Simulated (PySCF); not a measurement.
# C4H4BClO: the cost of one run

The runs use PySCF 2.14.0, with density-fitted response routines of our own; the level of theory stands in each step. All values are computed, except where a source is named. Atoms count from 0, in the outputs and in this text.

**1. Starting geometry**

11 atoms, charge 0, multiplicity 1; geometry from: GFN2-xTB. The atoms were then displaced at random by about 0.01 Å, so the start is not that level's minimum.

Bonds of the start (Å): B0–C1 1.55, C1–O2 1.37, O2–C3 1.28, C3–C4 1.36, C4–C5 1.41, C5–Cl6 1.70, C5–C1 1.40, B0–H7 1.19, B0–H8 1.13, C3–H9 1.10, C4–H10 1.08.

**2. Geometry optimisation at PBE0-D3(BJ)/def2-SVP**

What the job is given:

```
{"job": {"xc": "PBE0", "basis": "def2-SVP", "d3": "d3bj", "grid": 1, "shake": 0.01, "kind": "geom"}, "charge": 0, "multiplicity": 1}
B      2.051910    -0.651370     0.016090
C      0.547680    -0.272620    -0.006130
O     -0.430220    -1.234860    -0.090280
C     -1.568640    -0.649210    -0.081070
C     -1.497110     0.702030    -0.009280
C     -0.112620     0.961780     0.046150
Cl     0.627140     2.486890     0.151300
H      2.836390     0.235220     0.074810
H      2.343990    -1.742020    -0.024730
H     -2.467960    -1.289130    -0.124490
H     -2.292440     1.427450     0.031960
```

Run with:

```bash
> OMP_NUM_THREADS=1 python probes_run.py task.json out
```

This one command runs all jobs of the session in turn.

Q: Estimate the wall time and peak memory of this first job on 1 thread of Arm Neoverse V1, shared host.

About 57 s, with a peak of 0.51 GiB.
